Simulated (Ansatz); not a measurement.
**CH5GeS radical: up Jacob's ladder to CCSD(T)**

How much do the methods differ for CH5GeS radical? The plan is to run it at one geometry with functionals of several rungs and with coupled cluster. The yardstick is the atomisation energy at the CCSD(T) limit.

Method: functionals in def2-TZVPP, the program's frozen cores in correlated methods; program: Ansatz 0.2.0, Gaussian basis.

The runs, in order: LDA (SPW92), PBE-D4, revPBE-D4, BLYP-D4, r2SCAN-D4, B97M-V, PBE0-D4, B3LYP-D4, r2SCANh-D4, r2SCAN0-D4, HSE06-D4, BHLYP-D4, CAM-B3LYP-D4, LC-ωPBE, ωB97X-V, ωB97M-V, B2PLYP, PBE-QIDH; CCSD(T)/def2-SVP; CCSD(T)/def2-TZVPP; MP2/def2-QZVPP; extrapolation to the limit; RPA on PBE.

### 1 The geometry

All runs share one geometry, relaxed beforehand with PBE0-D4 in a triple-zeta def2 set.

SMILES `C[S][GeH2]`, 8 atoms, charge 0, spin multiplicity 2.

Atoms are counted from 1 here; the program's logs count them from 0.

Bond lengths: C1–S2 1.812 Å, C1–H4 1.089 Å, C1–H5 1.090 Å, C1–H6 1.090 Å, S2–Ge3 2.207 Å, Ge3–H7 1.554 Å, Ge3–H8 1.546 Å. Angles: S2–C1–H4 111.0°, S2–C1–H5 111.1°, S2–C1–H6 106.7°, H4–C1–H5 110.0°, H4–C1–H6 108.8°, H5–C1–H6 109.0°, C1–S2–Ge3 100.5°, S2–Ge3–H7 108.4°, S2–Ge3–H8 105.4°, H7–Ge3–H8 110.7°.

### 2 LDA

This LDA is Slater exchange with PW92 correlation.

File in.yaml:

```yaml
crystal:
  periodic: [false, false, false]
  atoms:
    - {symbol: C, position_ang: [-0.638755, 1.117072, -0.402116]}
    - {symbol: S, position_ang: [-0.851676, -0.165660, 0.859555]}
    - {symbol: Ge, position_ang: [0.635302, -1.648882, 0.181677]}
    - {symbol: H, position_ang: [-0.953794, 0.758653, -1.381499]}
    - {symbol: H, position_ang: [0.395589, 1.457808, -0.444751]}
    - {symbol: H, position_ang: [-1.275792, 1.952154, -0.111131]}
    - {symbol: H, position_ang: [1.964601, -0.906342, -0.127144]}
    - {symbol: H, position_ang: [0.816726, -2.622005, 1.369510]}
basis:
  gaussian: {orbitals: def2-TZVPP}
magnetization: {spin_polarized: true, initial_magnetization: 1}
hamiltonian: {xc: lda}
output: {orbitals: {seedname: orbitals}}
```

On the command line:

```bash
$ ansatz run in.yaml --threads 4 --pin off --events-out ev --progress --plain --max-ram 10444MiB
```

Further steps of the session: PBE-D4 (GGA); revPBE-D4 (GGA); BLYP-D4 (GGA); r2SCAN-D4 (meta-GGA); B97M-V (meta-GGA); PBE0-D4 (hybrid); B3LYP-D4 (hybrid); r2SCANh-D4 (hybrid); r2SCAN0-D4 (hybrid); HSE06-D4 (hybrid); BHLYP-D4 (hybrid); CAM-B3LYP-D4 (range-separated); LC-ωPBE (range-separated); ωB97X-V (range-separated); ωB97M-V (range-separated); B2PLYP (double hybrid); PBE-QIDH (double hybrid); CCSD(T) in def2-SVP; CCSD(T) in def2-TZVPP; MP2 in def2-QZVPP; RPA on PBE orbitals.

Before running them: what should the planned runs give, taken together? Wanted: atomisation energy, CCSD(T)/CBS; farthest beyond LDA; mean size of error, GGA; mean size of error, meta-GGA; mean size of error, hybrid; mean size of error, range-separated; mean size of error, double hybrid; gap, smallest and largest; T1 diagnostic.

The runs gave:

| quantity | value |
| --- | --- |
| atomisation energy, CCSD(T)/CBS | 25.226 eV |
| functionals within 0.252 eV (1.0 %) | revPBE-D4, BLYP-D4, r2SCAN-D4, PBE0-D4, B3LYP-D4, r2SCANh-D4, r2SCAN0-D4, HSE06-D4, CAM-B3LYP-D4, ωB97X-V, ωB97M-V, PBE-QIDH |
| farthest beyond LDA | BHLYP-D4 (-0.559 eV) |
| mean size of error, GGA | 0.215 eV |
| mean size of error, meta-GGA | 0.300 eV |
| mean size of error, hybrid | 0.142 eV |
| mean size of error, range-separated | 0.118 eV |
| mean size of error, double hybrid | 0.244 eV |
| gap, smallest and largest | 0.77 eV (LDA (SPW92)), 7.86 eV (LC-ωPBE) |
| T1 diagnostic | 0.0146 |
| triples share of the correlation energy | 4.0 % |

In words: LDA overbinds by 3.585 eV (14 %). PBE-D4 is off by +0.353 eV. Double hybrids carry the basis error of their MP2 part in triple zeta, and no dispersion term here, so their miss is partly the set-up's. The rungs range-separated, hybrid, GGA, double hybrid miss on average by less than the doubt on the reference (0.252 eV), so they tie. Misses under about 0.252 eV are within the doubt on the reference itself, which lacks core-valence correlation, relativity and higher excitations, and its outer-core shells are covered unevenly. Hartree-Fock recovers 73 % of the binding; the rest is correlation. CCSD(T) in def2-SVP is off by -1.623 eV, which most functionals beat. The gap grows from 0.8 to 7.9 eV across the functionals, mostly with the share of exact exchange. Correlated methods include outer-core shells of Ge, which these sets cover unevenly.
